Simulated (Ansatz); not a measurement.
# PBE/6-31G(d) (spherical functions) run of C4H9ClO (2-chloroethyl ethyl ether)

Aim: the electronic atomisation energy of C4H9ClO (2-chloroethyl ethyl ether) at PBE/6-31G* (spherical functions), from 5 runs. 

Program for the calculation: Ansatz 0.2.0.

45 further runs of the same task are left out: 45 set aside as unsound or not needed.

## (1) The molecule

The species is C4H9ClO (15 atoms), meant as a singlet with charge 0. As SMILES, `CCOCCCl`. Geometry: relaxed at PBE0-D4/def2-TZVP. This is one conformer, not always the lowest.

Bond lengths: C1–C2 1.507 Å, C2–O3 1.411 Å, O3–C4 1.402 Å, C4–C5 1.517 Å, C5–Cl6 1.780 Å, C1–H7 1.092 Å, C1–H8 1.092 Å, C1–H9 1.092 Å, C2–H10 1.099 Å, C2–H11 1.100 Å, C4–H12 1.098 Å, C4–H13 1.092 Å, C5–H14 1.089 Å, C5–H15 1.089 Å. Some angles: C1–C2–O3 108.5°, C2–O3–C4 114.3°, O3–C4–C5 111.3°, C4–C5–Cl6 109.9°, C1–C2–H10 110.2°, C1–C2–H11 110.7°, O3–C2–H10 110.9°, O3–C2–H11 109.5°, C2–C1–H7 110.6°, C2–C1–H8 110.5°.

## (2) The energy at PBE/6-31G(d) (spherical functions)

molecule.yaml

```yaml
crystal:
  periodic: [false, false, false]
  atoms:
    - {symbol: C, position_ang: [0.446910, -2.343120, -0.072080]}
    - {symbol: C, position_ang: [0.664010, -0.853380, -0.015630]}
    - {symbol: O, position_ang: [-0.448870, -0.216840, -0.605540]}
    - {symbol: C, position_ang: [-0.352230, 1.181190, -0.659050]}
    - {symbol: C, position_ang: [-0.804940, 1.814990, 0.643150]}
    - {symbol: Cl, position_ang: [-0.701940, 3.587860, 0.523300]}
    - {symbol: H, position_ang: [-0.452990, -2.621690, 0.479450]}
    - {symbol: H, position_ang: [0.331820, -2.674280, -1.105750]}
    - {symbol: H, position_ang: [1.298130, -2.867000, 0.367880]}
    - {symbol: H, position_ang: [0.793480, -0.528730, 1.026570]}
    - {symbol: H, position_ang: [1.577870, -0.572640, -0.559900]}
    - {symbol: H, position_ang: [0.671920, 1.501350, -0.892950]}
    - {symbol: H, position_ang: [-1.001940, 1.520450, -1.469010]}
    - {symbol: H, position_ang: [-0.179950, 1.514470, 1.482950]}
    - {symbol: H, position_ang: [-1.841280, 1.557350, 0.856610]}
basis:
  gaussian: {orbitals: 6-31G_st_-spherical.json}
hamiltonian: {xc: pbe}
accuracy: high
output: {orbitals: {seedname: orbitals}}
```

The basis set 6-31G* is read from a file made from the Basis Set Exchange's data (not shown).

The run is started by

```sh
$ ansatz run molecule.yaml --threads 1 --pin off --max-ram 3480MiB --events-out events.jsonl --progress --plain --runs-dir runs
```

Standard output:

```text
Warning: RAYON_NUM_THREADS=1 ignored (pool sized by the plan → 1); use --threads N
Functional definition: PBE
  name "PBE"
  parameter kappa = 0.804
  parameter beta = 0.06672455060314922
  exchange = pbe_x(kappa = kappa, mu = beta*pi^2/3)
  correlation = pbe_c(beta = beta)
2654 factors; integrals over basis functions are off by at most 7.3e-9 eV
mean field evaluation 1: about -18840.7845 eV, gradient 6.2e1 eV
mean field evaluation 2: about -18828.0238 eV, gradient 9.4e1 eV
mean field evaluation 4: about -18850.1805 eV, gradient 6.1e0 eV
mean field evaluation 8: about -18850.2358 eV, gradient 6.3e-1 eV
mean field evaluation 16: about -18850.2368 eV, gradient 5.9e-5 eV
mean field -18850.23675825 eV, -692.7334237162 hartree, gradient 9.3e-8 eV, S^2 0.000000; 0 other end points of the search recorded, 0 dependent functions left out
reference -18850.23676123 eV, -692.7334238258 hartree; 29, 29 occupied and 77, 77 virtual orbitals, 2654 factors
Total energy: -18850.23676123 eV, -692.7334238258 hartree
```

It took 9.9 s on 1 thread of Arm Neoverse V2, shared host; peak memory 0.33 GiB.

## (3) The C atom, same level

job.yaml

```yaml
crystal:
  periodic: [false, false, false]
  atoms:
    - {symbol: C, position_ang: [0.000000, 0.000000, 0.000000]}
basis:
  gaussian: {orbitals: 6-31G_st_-spherical.json}
magnetization: {spin_polarized: true, initial_magnetization: 2}
hamiltonian: {xc: {name: PBE}}
accuracy: high
```

The basis set 6-31G* is read from a file made from the Basis Set Exchange's data (not shown).

The run is started by

```sh
$ ansatz run job.yaml --threads 1 --pin off --max-ram 3480MiB --events-out events.jsonl --progress --plain --runs-dir runs
```

Standard output:

```text
Warning: RAYON_NUM_THREADS=1 ignored (pool sized by the plan → 1); use --threads N
[... 6 set-up lines as earlier in the session ...]
96 factors; integrals over basis functions are off by at most 1.1e-9 eV
mean field evaluation 1: about -1027.9528 eV, gradient 4.6e0 eV
mean field evaluation 2: about -1028.0508 eV, gradient 2.1e0 eV
mean field evaluation 4: about -1028.0821 eV, gradient 2.5e-1 eV
mean field evaluation 8: about -1028.0821 eV, gradient 3.3e-5 eV
mean field evaluation 16: about -1028.0821 eV, gradient 5.4e-2 eV
mean field evaluation 32: about -1028.0821 eV, gradient 1.4e-8 eV
mean field -1028.08208419 eV, -37.7813197351 hartree, gradient 1.4e-8 eV, S^2 2.001489; 2 other end points of the search recorded, 0 dependent functions left out
reference -1028.08208551 eV, -37.7813197834 hartree; 4, 2 occupied and 10, 12 virtual orbitals, 96 factors
Total energy: -1028.08208551 eV, -37.7813197834 hartree
```

It took 0.4 s on 1 thread of Arm Neoverse V2, shared host.

## (4) The Cl atom, same level

input.yaml

```yaml
crystal:
  periodic: [false, false, false]
  atoms:
    - {symbol: Cl, position_ang: [0.000000, 0.000000, 0.000000]}
basis:
  gaussian:
    orbitals: 6-31G_st_-spherical.json
total_charge: 0
magnetization:
  spin_polarized: true
  initial_magnetization: 1
hamiltonian:
  xc: pbe
accuracy: high
```

The basis set 6-31G* is read from a file made from the Basis Set Exchange's data (not shown).

Run the same way, it converges to -459.92343 Eh (log not shown).

## (5) The H atom at the same level

input.yaml

```yaml
crystal:
  periodic: [false, false, false]
  atoms:
    - {symbol: H, position_ang: [0.000000, 0.000000, 0.000000]}
basis:
  gaussian:
    orbitals: "6-31G*"
magnetization:
  spin_polarized: true
  initial_magnetization: 1
hamiltonian:
  xc: pbe
accuracy: high
```

Run the same way, it converges to -0.49743 Eh (log not shown).

## (6) The O atom

input.yaml

```yaml
crystal:
  periodic: [false, false, false]
  atoms:
    - {symbol: O, position_ang: [0.000000, 0.000000, 0.000000]}
basis:
  gaussian: {orbitals: 6-31G_st_-spherical.json}
magnetization: {spin_polarized: true, initial_magnetization: 2}
hamiltonian: {xc: pbe}
accuracy: high
```

The basis set 6-31G* is read from a file made from the Basis Set Exchange's data (not shown).

Run the same way, it converges to -74.97241 Eh (log not shown).

## (7) What came out

At PBE/6-31G* (spherical functions):

```
                     quantity          value
       molecule: total energy  -692.73342 Eh
        molecule: HOMO energy       -5.78 eV
        molecule: LUMO energy       -0.01 eV
      molecule: HOMO–LUMO gap        5.77 eV
         C atom: total energy   -37.78132 Eh
                 C atom: ⟨S²⟩          2.001
        Cl atom: total energy  -459.92343 Eh
                Cl atom: ⟨S²⟩          0.752
         H atom: total energy    -0.49743 Eh
                 H atom: ⟨S²⟩          0.750
         O atom: total energy   -74.97241 Eh
                 O atom: ⟨S²⟩          2.002
electronic atomisation energy      60.829 eV
```

In words: Taking the molecule apart into free atoms costs 60.83 eV (1403 kcal/mol), before zero-point energy and without spin-orbit coupling.
